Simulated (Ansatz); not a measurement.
# MnHg: an energy map of one atom

The task, for MnHg: map the energy of atom 1 (Mn) over a plane.

Method: DFT PBEsol, scalar-relativistic, plane waves, PAW, in Ansatz 0.2.0.

## (1) The starting structure

The structure is tetragonal, space group P4/mmm (No. 123). Conventional cell: a = 3.288 Å, b = 3.288 Å, c = 3.313 Å, α = 90.00°, β = 90.00°, γ = 90.00°. Mn (site symmetry 4/mmm) is surrounded by 8 Hg at 2.85 Å. Hg (site symmetry 4/mmm) is surrounded by 8 Mn at 2.85 Å.

Structure file:

```xyz
2
Lattice="3.2880 0.0000 0.0000 0.0000 3.2880 0.0000 0.0000 0.0000 3.3130" Properties=species:S:1:pos:R:3 pbc="T T T"
Mn    1.6440    1.6440    1.6565
Hg    0.0000    0.0000    0.0000
```

The cell is taken as given, not relaxed at this level.

## (2) The undisturbed cell

Input file input.yaml:

```yaml
crystal:
  lattice:
    - [3.288, 0.0, 0.0]
    - [0.0, 3.288, 0.0]
    - [0.0, 0.0, 3.313]
  atoms:
    - { symbol: Mn, position: [0.5, 0.5, 0.5], spin: 4.21 }
    - { symbol: Hg, position: [0.0, 0.0, 0.0] }
basis:
  ecutwfc: 420
kpoints:
  mp_grid: { grid: [14, 14, 14] }
hamiltonian:
  xc: pbesol
scf:
  occupations: { method: gaussian, width: 0.15 }
output:
  forces: true
  stress: true
  eigenvalues: true
  populations: true
  write_density: true
  write_potential: true
  elf: true
  volumetric_format: npy
magnetization:
  spin_polarized: true
```

On the command line:

```console
ansatz run input.yaml --threads 1 --pin off --max-ram 2560MiB --backend cpu --events-out ev --progress --plain --runs-dir out
```

## (3) Setting up an energy map of one atom

Atom 1 (Mn) is moved by p along (0.707, 0.707, 0.000) and q along (0.000, 0.000, 1.000) (Å), all else fixed; its images in the other cells move with it. Points alike by symmetry are run once.

## (4) p = -0.300, q = -0.300

Edit input.yaml of step 2 so:

```diff
@@ -6,3 +6,3 @@
   atoms:
-    - { symbol: Mn, position: [0.5, 0.5, 0.5], spin: 4.21 }
+    - { symbol: Mn, position: [0.4354829579, 0.4354829579, 0.4094476305], spin: 4.21 }
     - { symbol: Hg, position: [0.0, 0.0, 0.0] }
```

## (5) Point p = -0.300, q = 0.000

Edit input.yaml of step 4 so:

```diff
@@ -6,3 +6,3 @@
   atoms:
-    - { symbol: Mn, position: [0.4354829579, 0.4354829579, 0.4094476305], spin: 4.21 }
+    - { symbol: Mn, position: [0.4354829579, 0.4354829579, 0.5], spin: 4.21 }
     - { symbol: Hg, position: [0.0, 0.0, 0.0] }
@@ -21,6 +21,2 @@
   populations: true
-  write_density: true
-  write_potential: true
-  elf: true
-  volumetric_format: npy
 magnetization:
```

## (6) p = 0.000, q = -0.300

Edit input.yaml of step 5 so:

```diff
@@ -6,3 +6,3 @@
   atoms:
-    - { symbol: Mn, position: [0.4354829579, 0.4354829579, 0.5], spin: 4.21 }
+    - { symbol: Mn, position: [0.5, 0.5, 0.4094476305], spin: 4.21 }
     - { symbol: Hg, position: [0.0, 0.0, 0.0] }
```

## (7) At p = -0.300, q = -0.150

Edit input.yaml of step 6 so:

```diff
@@ -6,3 +6,3 @@
   atoms:
-    - { symbol: Mn, position: [0.5, 0.5, 0.4094476305], spin: 4.21 }
+    - { symbol: Mn, position: [0.4354829579, 0.4354829579, 0.4547238153], spin: 4.21 }
     - { symbol: Hg, position: [0.0, 0.0, 0.0] }
```

## (8) At p = -0.150, q = -0.300

Edit input.yaml of step 7 so:

```diff
@@ -6,3 +6,3 @@
   atoms:
-    - { symbol: Mn, position: [0.4354829579, 0.4354829579, 0.4547238153], spin: 4.21 }
+    - { symbol: Mn, position: [0.467741479, 0.467741479, 0.4094476305], spin: 4.21 }
     - { symbol: Hg, position: [0.0, 0.0, 0.0] }
```

## (9) Point p = -0.150, q = 0.000

Edit input.yaml of step 8 so:

```diff
@@ -6,3 +6,3 @@
   atoms:
-    - { symbol: Mn, position: [0.467741479, 0.467741479, 0.4094476305], spin: 4.21 }
+    - { symbol: Mn, position: [0.467741479, 0.467741479, 0.5], spin: 4.21 }
     - { symbol: Hg, position: [0.0, 0.0, 0.0] }
```

## (10) At p = 0.000, q = -0.150

Edit input.yaml of step 9 so:

```diff
@@ -6,3 +6,3 @@
   atoms:
-    - { symbol: Mn, position: [0.467741479, 0.467741479, 0.5], spin: 4.21 }
+    - { symbol: Mn, position: [0.5, 0.5, 0.4547238153], spin: 4.21 }
     - { symbol: Hg, position: [0.0, 0.0, 0.0] }
```

(Steps that only read results are left out.)

**Question.** What will these runs give? Wanted: highest point; lowest point away from the origin.

The runs gave:

```
                         quantity                                       value
                    highest point  0.352 eV/cell at (p, q) = (-0.300, -0.300)
lowest point away from the origin            0.035 eV/cell at (0.000, -0.150)
```

What this shows: No computed point lies below the origin. Read as harmonic, the points at ±0.150 Å give force constants of 3.10 eV/Å² along p and 3.08 eV/Å² along q, so the site is nearly isotropic in this plane. The runs treat Hg without spin-orbit coupling.
